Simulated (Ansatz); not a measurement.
# K2ICl: the cost of one run

Program: Ansatz 0.2.0. Level of theory: reference: DFT, PBE, plane waves, PAW. These are calculated values, not measurements.

## (1) The system as given

Symmetry: R-3m, No. 166, trigonal system. The conventional cell has a = 4.715 Å, b = 4.715 Å, c = 23.291 Å, α = 90.00°, β = 90.00°, γ = 120.00°. Cl (site symmetry -3m) has 6 K at 3.21 Å as nearest neighbours. I (site symmetry -3m) has 6 K at 3.48 Å as nearest neighbours. K (site symmetry 3m) has 3 Cl at 3.21 Å and 3 I at 3.48 Å as nearest neighbours.

Structure file:

```
CELL_PARAMETERS angstrom
2.35742 1.36106 7.76360
-2.35742 1.36106 7.76360
0.00000 -2.72212 7.76360
ATOMIC_POSITIONS crystal
Cl 0.00000 0.00000 0.00000
I 0.50000 0.50000 0.50000
K 0.25994 0.25994 0.25994
K 0.74006 0.74006 0.74006
```

## (2) Baseline

input.yaml

```yaml
crystal:
  lattice:
    - [2.3574210133, 1.3610576566, 7.763604372]
    - [-2.3574210133, 1.3610576566, 7.763604372]
    - [0.0, -2.7221153133, 7.763604372]
  atoms:
    - { symbol: Cl, position: [1.0, 0.0, 0.0] }
    - { symbol: I, position: [0.5, 0.5, 0.5] }
    - { symbol: K, position: [0.2599441828, 0.2599441828, 0.2599441828] }
    - { symbol: K, position: [0.7400558172, 0.7400558172, 0.7400558172] }
kpoints:
  mp_grid: { grid: [4, 4, 4] }
hamiltonian:
  xc: pbe
scf:
  occupations: { method: fixed }
  n_extra_bands: 5
output:
  forces: true
  stress: true
  eigenvalues: true
```

On the command line:

```console
ansatz run input.yaml --threads 4 --pin off --max-ram 3686MiB --backend cpu --events-out ev --progress --plain --runs-dir out
```

Q: Estimate wall time and peak memory on 4 threads of Arm Neoverse N1, shared host.

About 2 s, with a peak of 0.43 GiB.
